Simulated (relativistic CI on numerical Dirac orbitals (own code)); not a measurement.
**Pt⁺: one ion under different settings**

How much do the settings matter for Pt⁺? One ion, several inputs.

Method: Dirac-Coulomb-Breit CI, KLI orbitals optimised for each configuration, model QED (radiative potential, 1s self-energy scaled to tabulated hydrogen-like ionisation energies), numerical settings as typed. Code: relativistic CI on numerical Dirac orbitals (own code) version 3.

## (1) Starting point

| Property | Result |
| --- | --- |
| ion | Pt⁺ (Pt II) |
| nuclear charge | 78 |
| electrons | 77 |
| isotope | A = 195 |

## (2) The usual input

Settings of the run:

```ini
atom Pt  Z=78  charge=1  electrons=77
nucleus A=195  rms_radius_fm=5.4270
hamiltonian dirac-coulomb  breit=on  qed=on  c_scale=1
orbitals kli  potential=per-configuration
slater_scale 1
correlation none
mixing on
grid step=0.0125 r_max=100.6
scf mixing=0.4 start=green max_iterations=150 tolerance=2e-08 node_fill=0.05
configurations
  [Xe] 4f14 5d9
end
```

Command:

```
> python run_levels.py task.json out
```

The settings of every run stand in task.json; they run in order.

## (3) Node fill 0.2, start potential thomas-fermi, nuclear radius 4.8843

Settings of the run:

```ini
atom Pt  Z=78  charge=1  electrons=77
nucleus A=195  rms_radius_fm=4.8843
hamiltonian dirac-coulomb  breit=on  qed=on  c_scale=1
orbitals kli  potential=per-configuration
slater_scale 1
correlation none
mixing on
grid step=0.0125 r_max=100.6
scf mixing=0.4 start=thomas-fermi max_iterations=150 tolerance=2e-08 node_fill=0.2
configurations
  [Xe] 4f14 5d9
end
```

## (4) Nuclear radius 4.8843

Settings: those of step 3 with these lines changed.

```diff
@@ -8,3 +8,3 @@
 grid step=0.0125 r_max=100.6
-scf mixing=0.4 start=thomas-fermi max_iterations=150 tolerance=2e-08 node_fill=0.2
+scf mixing=0.4 start=green max_iterations=150 tolerance=2e-08 node_fill=0.05
 configurations
```

## (5) Tolerance 1e-06, Slater scale 0.5, iteration limit 20

Settings of the run:

```ini
atom Pt  Z=78  charge=1  electrons=77
nucleus A=195  rms_radius_fm=5.4270
hamiltonian dirac-coulomb  breit=on  qed=on  c_scale=1
orbitals kli  potential=per-configuration
slater_scale 0.5
correlation none
mixing on
grid step=0.0125 r_max=100.6
scf mixing=0.4 start=green max_iterations=20 tolerance=1e-06 node_fill=0.05
configurations
  [Xe] 4f14 5d9
end
```

## (6) Slater scale 0.5

Settings: those of step 5 with these lines changed.

```diff
@@ -8,3 +8,3 @@
 grid step=0.0125 r_max=100.6
-scf mixing=0.4 start=green max_iterations=20 tolerance=1e-06 node_fill=0.05
+scf mixing=0.4 start=green max_iterations=150 tolerance=2e-08 node_fill=0.05
 configurations
```

## (7) Node fill 5

Settings of the run:

```ini
atom Pt  Z=78  charge=1  electrons=77
nucleus A=195  rms_radius_fm=5.4270
hamiltonian dirac-coulomb  breit=on  qed=on  c_scale=1
orbitals kli  potential=per-configuration
slater_scale 1
correlation none
mixing on
grid step=0.0125 r_max=100.6
scf mixing=0.4 start=green max_iterations=93 tolerance=2e-08 node_fill=5
configurations
  [Xe] 4f14 5d9
end
```

(Steps that only read results are left out.)

Before running it: what results should come out? Wanted: lowest level, usual settings; total energy; first excitation.

As calculated:

| setting | total energy less usual (Ha) | largest shift of a level among the lowest eight of both runs, same label and place (cm⁻¹) | SCF iterations | time | lowest level | kind of change |
| --- | --- | --- | --- | --- | --- | --- |
| usual | 0 | 0 | 13 | 0.14 s | 5d9 2D5/2 | - |
| node fill 0.2, start potential thomas-fermi, nuclear radius 4.8843 | -0.594 | 464 | 12 | 0.13 s | 5d9 2D5/2 | unphysical constant |
| nuclear radius 4.8843 | -0.597 | 0.249 | 13 | 0.14 s | 5d9 2D5/2 | unphysical constant |
| tolerance 1e-06, Slater scale 0.5, iteration limit 20 | 0.000586 | 321 | 11 | 0.13 s | 5d9 2D5/2 | model term |
| Slater scale 0.5 | 0.000586 | 321 | 13 | 0.14 s | 5d9 2D5/2 | model term |
| node fill 5 | 0.988 | 4010 | 13 | 0.14 s | 5d9 2D5/2 | unsound |

| quantity | value |
| --- | --- |
| lowest level, usual settings | 5d9 2D5/2 |
| total energy | -18399.7296 Ha |
| first excitation | 9579.8 cm⁻¹ |

**Reading.** Among the runs whose levels can be followed, they move most under «node fill 5» (unsound), by up to 4010 cm⁻¹. Only the listed configurations are in the model. In a near-neutral ion this small CI can misplace whole configurations by 10,000 cm⁻¹ or more, above all where the count of f electrons changes.
